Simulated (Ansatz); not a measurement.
# P started on an O site in wurtzite ZnO, 16 atoms, charge 0

Which settings matter for this cell? A base run comes first, then runs with one to three settings changed.

Program: Ansatz 0.2.0, PAW, plane waves. These are calculated values, not measurements.

**1. The system as built**

16 atoms (8 Zn, 7 O, 1 P); a = 6.460 Å, b = 5.594 Å, c = 5.215 Å, α = 90.00°, β = 90.00°, γ = 90.00°. All atoms were shaken off their sites by about 0.10 Å along each axis. Defect site 1: (0.500, 0.333, 0.377). Starting moments add up to 1 μB.

As a file:

```
CELL_PARAMETERS angstrom
6.45985 0.00000 0.00000
0.00000 5.59439 0.00000
0.00000 0.00000 5.21452
ATOMIC_POSITIONS crystal
Zn 0.28385 0.18200 0.48539
Zn 0.96956 0.63679 0.51502
Zn 0.75317 0.19964 0.49706
Zn 0.49830 0.67568 0.50220
Zn 0.98704 0.32295 0.99910
Zn 0.50088 0.35988 0.00596
Zn 0.25918 0.84031 0.99590
Zn 0.75177 0.83497 0.99669
O 0.99104 0.32334 0.39067
O 0.26029 0.79953 0.40747
O 0.71399 0.82712 0.36989
O 0.24568 0.15031 0.89437
O 0.01006 0.68708 0.85215
O 0.73692 0.16434 0.89398
O 0.51074 0.66868 0.88411
P 0.51507 0.33541 0.39101
```

**2. PBEsol single point**

Contents of in.yaml:

```yaml
crystal:
  lattice:
    - [6.459848, 0.000000, 0.000000]
    - [0.000000, 5.594393, 0.000000]
    - [0.000000, 0.000000, 5.214519]
  atoms:
    - { symbol: Zn, position: [0.283848, 0.181997, 0.485385], spin: 0.2 }
    - { symbol: Zn, position: [0.969561, 0.636786, 0.515017] }
    - { symbol: Zn, position: [0.753172, 0.199640, 0.497064], spin: 0.2 }
    - { symbol: Zn, position: [0.498304, 0.675679, 0.502200], spin: 0.2 }
    - { symbol: Zn, position: [0.987038, 0.322953, 0.999103] }
    - { symbol: Zn, position: [0.500882, 0.359876, 0.005959], spin: 0.2 }
    - { symbol: Zn, position: [0.259181, 0.840314, 0.995900] }
    - { symbol: Zn, position: [0.751765, 0.834974, 0.996692] }
    - { symbol: O, position: [0.991038, 0.323341, 0.390672] }
    - { symbol: O, position: [0.260294, 0.799529, 0.407465] }
    - { symbol: O, position: [0.713991, 0.827123, 0.369885] }
    - { symbol: O, position: [0.245676, 0.150311, 0.894373] }
    - { symbol: O, position: [0.010063, 0.687083, 0.852151] }
    - { symbol: O, position: [0.736920, 0.164336, 0.893976] }
    - { symbol: O, position: [0.510735, 0.668679, 0.884111] }
    - { symbol: P, position: [0.515073, 0.335413, 0.391009], spin: 0.2 }
kpoints:
  mp_grid: { grid: [2, 2, 2], shift: [0.5, 0.5, 0.5] }
hamiltonian:
  xc: pbesol
magnetization:
  spin_polarized: true
scf:
  occupations: { method: fermi_dirac, width: 0.01 }
output:
  forces: true
  eigenvalues: true
  stress: true
  populations: true
```

Started as:

```
> ansatz run in.yaml --threads 7 --pin off --max-ram 13300MiB --runs-dir r --events-out ev --progress --plain
```

**3. Variant: k points one point at (½, ½, ½)**

Changes to in.yaml since step 2:

```diff
@@ -23,3 +23,3 @@
 kpoints:
-  mp_grid: { grid: [2, 2, 2], shift: [0.5, 0.5, 0.5] }
+  mp_grid: { grid: [1, 1, 1], shift: [0.5, 0.5, 0.5] }
 hamiltonian:
@@ -30,2 +30,3 @@
   occupations: { method: fermi_dirac, width: 0.01 }
+  max_iter: 70
 output:
@@ -34,2 +35 @@
   stress: true
-  populations: true
```

**4. Variant: cutoff 650 eV**

Changes to in.yaml since step 3:

```diff
@@ -23,3 +23,4 @@
 kpoints:
-  mp_grid: { grid: [1, 1, 1], shift: [0.5, 0.5, 0.5] }
+  mp_grid: { grid: [2, 2, 2], shift: [0.5, 0.5, 0.5] }
+basis: { ecutwfc: 650 }
 hamiltonian:
@@ -30,3 +31,3 @@
   occupations: { method: fermi_dirac, width: 0.01 }
-  max_iter: 70
+  max_iter: 80
 output:
```

**5. Changed settings: cutoff 120 eV, functional Hartree–Fock**

Contents of in.yaml:

```yaml
crystal:
  lattice:
    - [6.459848, 0.000000, 0.000000]
    - [0.000000, 5.594393, 0.000000]
    - [0.000000, 0.000000, 5.214519]
  atoms:
    - { symbol: Zn, position: [0.283848, 0.181997, 0.485385] }
    - { symbol: Zn, position: [0.969561, 0.636786, 0.515017] }
    - { symbol: Zn, position: [0.753172, 0.199640, 0.497064] }
    - { symbol: Zn, position: [0.498304, 0.675679, 0.502200] }
    - { symbol: Zn, position: [0.987038, 0.322953, 0.999103] }
    - { symbol: Zn, position: [0.500882, 0.359876, 0.005959] }
    - { symbol: Zn, position: [0.259181, 0.840314, 0.995900] }
    - { symbol: Zn, position: [0.751765, 0.834974, 0.996692] }
    - { symbol: O, position: [0.991038, 0.323341, 0.390672] }
    - { symbol: O, position: [0.260294, 0.799529, 0.407465] }
    - { symbol: O, position: [0.713991, 0.827123, 0.369885] }
    - { symbol: O, position: [0.245676, 0.150311, 0.894373] }
    - { symbol: O, position: [0.010063, 0.687083, 0.852151] }
    - { symbol: O, position: [0.736920, 0.164336, 0.893976] }
    - { symbol: O, position: [0.510735, 0.668679, 0.884111] }
    - { symbol: P, position: [0.515073, 0.335413, 0.391009] }
kpoints:
  mp_grid: { grid: [2, 2, 2], shift: [0.5, 0.5, 0.5] }
basis: { ecutwfc: 120 }
hamiltonian:
  xc: hf
scf:
  occupations: { method: fermi_dirac, width: 0.01 }
  max_iter: 60
output:
  forces: true
  eigenvalues: true
  stress: true
```

**6. Run again with occupations Methfessel–Paxton, smearing width 1.0 eV, at most 4 cycles**

Contents of in.yaml:

```yaml
crystal:
  lattice:
    - [6.459848, 0.000000, 0.000000]
    - [0.000000, 5.594393, 0.000000]
    - [0.000000, 0.000000, 5.214519]
  atoms:
    - { symbol: Zn, position: [0.283848, 0.181997, 0.485385], spin: 0.2 }
    - { symbol: Zn, position: [0.969561, 0.636786, 0.515017] }
    - { symbol: Zn, position: [0.753172, 0.199640, 0.497064], spin: 0.2 }
    - { symbol: Zn, position: [0.498304, 0.675679, 0.502200], spin: 0.2 }
    - { symbol: Zn, position: [0.987038, 0.322953, 0.999103] }
    - { symbol: Zn, position: [0.500882, 0.359876, 0.005959], spin: 0.2 }
    - { symbol: Zn, position: [0.259181, 0.840314, 0.995900] }
    - { symbol: Zn, position: [0.751765, 0.834974, 0.996692] }
    - { symbol: O, position: [0.991038, 0.323341, 0.390672] }
    - { symbol: O, position: [0.260294, 0.799529, 0.407465] }
    - { symbol: O, position: [0.713991, 0.827123, 0.369885] }
    - { symbol: O, position: [0.245676, 0.150311, 0.894373] }
    - { symbol: O, position: [0.010063, 0.687083, 0.852151] }
    - { symbol: O, position: [0.736920, 0.164336, 0.893976] }
    - { symbol: O, position: [0.510735, 0.668679, 0.884111] }
    - { symbol: P, position: [0.515073, 0.335413, 0.391009], spin: 0.2 }
kpoints:
  mp_grid: { grid: [2, 2, 2], shift: [0.5, 0.5, 0.5] }
hamiltonian:
  xc: pbesol
magnetization:
  spin_polarized: true
scf:
  occupations: { method: methfessel_paxton, width: 1 }
  max_iter: 4
output:
  forces: true
  eigenvalues: true
  stress: true
```

Before running it: what results should come out? Wanted: for each run, settings; status; energy from base; forces from base.

The runs gave:

| settings | status | cycles | time | energy from base (meV/atom) | forces from base (eV/Å rms) | filled to empty level on the mesh (eV) |
| --- | --- | --- | --- | --- | --- | --- |
| base | converged | 20 | 7.1 s (7 CPU threads) | 0 | 0 | 0.15 |
| k points one point at (½, ½, ½) | converged | 20 | 1.4 s (7 CPU threads) | +70.4 | 0.228 | 0.10 |
| cutoff 650 eV | converged | 20 | 9.4 s (7 CPU threads) | -4.7 | 0.002 | 0.15 |
| cutoff 120 eV, functional Hartree–Fock | converged, settings too loose | 62 | 11 s (7 CPU threads) | - | 2.130 | - |
| occupations Methfessel–Paxton, smearing width 1.0 eV, at most 4 cycles | not converged | - | 4.1 s (7 CPU threads) | - | - | - |

Among these variants the forces move most with cutoff 120 eV, functional Hartree–Fock (2.130 eV/Å rms) and least with cutoff 650 eV (0.002). 1 of 4 variants gave no result: occupations Methfessel–Paxton, smearing width 1.0 eV, at most 4 cycles (not converged).
